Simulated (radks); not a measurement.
# Ionisation of Ru³⁶⁺: one atom, several choices of relativity

How much does the choice of relativity matter for taking an electron from Ru³⁶⁺? Both Ru³⁶⁺ ([He] 2s2 2p4) and Ru³⁷⁺ ([He] 2s2 2p3) are run for each choice.

Method: Kohn-Sham, PBE, spin-unpolarised, spherical densities. Code: radks (a radial shooting solver on a logarithmic mesh, Libxc functionals) version 1.

## Step 1: What is computed

* element: ruthenium (Z = 44)
* charge: +36
* electrons: 8
* configuration: [He] 2s2 2p4
* ion: Ru³⁷⁺, [He] 2s2 2p3
* choices: non-relativistic; scalar-relativistic; Dirac, 2j+1 shares; Dirac, low j first; scalar-relativistic, finite nucleus; Dirac, 2j+1 shares, finite nucleus; Dirac, c × 1.5; Dirac, c × 3; Dirac, c × 0.75

## Step 2: non-relativistic: Ru³⁶⁺

Input:

```text
Z 44
configuration [He] 2s2 2p4 3s0 3p0
relativity non-relativistic
functional pbe,pbe
spin unpolarised
nucleus point
```

## Step 3: non-relativistic: Ru³⁷⁺

Input:

```text
Z 44
configuration [He] 2s2 2p3
relativity non-relativistic
functional pbe,pbe
spin unpolarised
nucleus point
```

## Step 4: scalar-relativistic: Ru³⁶⁺

Input:

```text
Z 44
configuration [He] 2s2 2p4 3s0 3p0
relativity scalar-relativistic
functional pbe,pbe
spin unpolarised
nucleus point
c 137.035999084
```

## Step 5: scalar-relativistic: Ru³⁷⁺

Input:

```text
Z 44
configuration [He] 2s2 2p3
relativity scalar-relativistic
functional pbe,pbe
spin unpolarised
nucleus point
c 137.035999084
```

## Step 6: Dirac, 2j+1 shares: Ru³⁶⁺

Input:

```text
Z 44
configuration [He] 2s2 2p4 3s0 3p0
relativity Dirac
functional pbe,pbe
spin unpolarised
j_filling average
nucleus point
c 137.035999084
```

## Step 7: Dirac, 2j+1 shares: Ru³⁷⁺

Settings, as their differences from step 6:

```diff
@@ -1,3 +1,3 @@
 Z 44
-configuration [He] 2s2 2p4 3s0 3p0
+configuration [He] 2s2 2p3
 relativity Dirac
```

## Step 8: Dirac, low j first: Ru³⁶⁺

Input:

```text
Z 44
configuration [He] 2s2 2p4 3s0 3p0
relativity Dirac
functional pbe,pbe
spin unpolarised
j_filling energy
nucleus point
c 137.035999084
```

## Step 9: Dirac, low j first: Ru³⁷⁺

Settings, as their differences from step 8:

```diff
@@ -1,3 +1,3 @@
 Z 44
-configuration [He] 2s2 2p4 3s0 3p0
+configuration [He] 2s2 2p3
 relativity Dirac
```

## Step 10: scalar-relativistic, finite nucleus: Ru³⁶⁺

Input:

```text
Z 44
configuration [He] 2s2 2p4 3s0 3p0
relativity scalar-relativistic
functional pbe,pbe
spin unpolarised
nucleus finite rms 4.4809 fm
c 137.035999084
```

## Step 11: scalar-relativistic, finite nucleus: Ru³⁷⁺

Input:

```text
Z 44
configuration [He] 2s2 2p3
relativity scalar-relativistic
functional pbe,pbe
spin unpolarised
nucleus finite rms 4.4809 fm
c 137.035999084
```

## Step 12: Dirac, 2j+1 shares, finite nucleus: Ru³⁶⁺

Input:

```text
Z 44
configuration [He] 2s2 2p4 3s0 3p0
relativity Dirac
functional pbe,pbe
spin unpolarised
j_filling average
nucleus finite rms 4.4809 fm
c 137.035999084
```

## Step 13: Dirac, 2j+1 shares, finite nucleus: Ru³⁷⁺

Settings, as their differences from step 12:

```diff
@@ -1,3 +1,3 @@
 Z 44
-configuration [He] 2s2 2p4 3s0 3p0
+configuration [He] 2s2 2p3
 relativity Dirac
```

## Step 14: Dirac, c × 1.5: Ru³⁶⁺

Input:

```text
Z 44
configuration [He] 2s2 2p4 3s0 3p0
relativity Dirac
functional pbe,pbe
spin unpolarised
j_filling average
nucleus point
c 205.554
```

## Step 15: Dirac, c × 1.5: Ru³⁷⁺

Input:

```text
Z 44
configuration [He] 2s2 2p3
relativity Dirac
functional pbe,pbe
spin unpolarised
j_filling average
nucleus point
c 205.554
```

## Step 16: Dirac, c × 3: Ru³⁶⁺

Input:

```text
Z 44
configuration [He] 2s2 2p4 3s0 3p0
relativity Dirac
functional pbe,pbe
spin unpolarised
j_filling average
nucleus point
c 411.108
```

## Step 17: Dirac, c × 3: Ru³⁷⁺

Input:

```text
Z 44
configuration [He] 2s2 2p3
relativity Dirac
functional pbe,pbe
spin unpolarised
j_filling average
nucleus point
c 411.108
```

## Step 18: Dirac, c × 0.75: Ru³⁶⁺

Input:

```text
Z 44
configuration [He] 2s2 2p4 3s0 3p0
relativity Dirac
functional pbe,pbe
spin unpolarised
j_filling average
nucleus point
c 102.777
```

## Step 19: Dirac, c × 0.75: Ru³⁷⁺

Input:

```text
Z 44
configuration [He] 2s2 2p3
relativity Dirac
functional pbe,pbe
spin unpolarised
j_filling average
nucleus point
c 102.777
```

**Question.** What will these runs give? Wanted: for each run, relativity; E(Ru³⁶⁺); Δ-SCF; −ε(HOMO); <r> HOMO; error.

**Answer**, as computed:

| relativity | E(Ru³⁶⁺) (hartree) | Δ-SCF (eV) | −ε(HOMO) (eV) | <r> HOMO (bohr) | error (eV) |
| --- | --- | --- | --- | --- | --- |
| non-relativistic | -3145.62605 | 5119.1 | 5025.6 | 0.1236 | -16.94 |
| scalar-relativistic | -3221.91562 | 5181.5 | 5087.3 | 0.1215 | +45.53 |
| Dirac, 2j+1 shares | -3222.37781 | 5184.5 | 5041.3 | 0.1227 | +48.50 |
| Dirac, low j first | -3225.88907 | 5133.4 | 5039.1 | 0.1228 | -2.61 |
| scalar-relativistic, finite nucleus | -3221.84144 | 5181.5 | 5087.4 | 0.1215 | +45.54 |
| Dirac, 2j+1 shares, finite nucleus | -3222.30354 | 5184.5 | 5041.3 | 0.1227 | +48.51 |
| Dirac, c × 1.5 | -3178.74266 | 5147.5 | 5032.6 | 0.1232 | +11.46 |
| Dirac, c × 3 | -3153.76459 | 5126.1 | 5027.3 | 0.1235 | -9.94 |
| Dirac, c × 0.75 | -3288.20185 | 5239.6 | 5053.2 | 0.1220 | +103.63 |

What this shows: The NIST Atomic Spectra Database lists 5136 +/- 11 eV (semi-empirical). The smallest miss is that of Dirac, low j first (-2.61 eV), the largest that of Dirac, 2j+1 shares, finite nucleus (+48.51 eV). Runs with a scaled speed of light are not ranked. The ionisation energies span 120.56 eV, the total energies of Ru³⁶⁺ 3880 eV (scaled speeds of light included): most of the change in the total cancels in the difference. From the non-relativistic level to Dirac, 2j+1 shares, finite nucleus the 1s level goes from -23800 to -24427 eV and the ionisation energy moves by +65.44 eV. Levels marked c × scale the speed of light and are no model of nature. Spin polarisation and multiplet splitting of open shells are left out at every level.
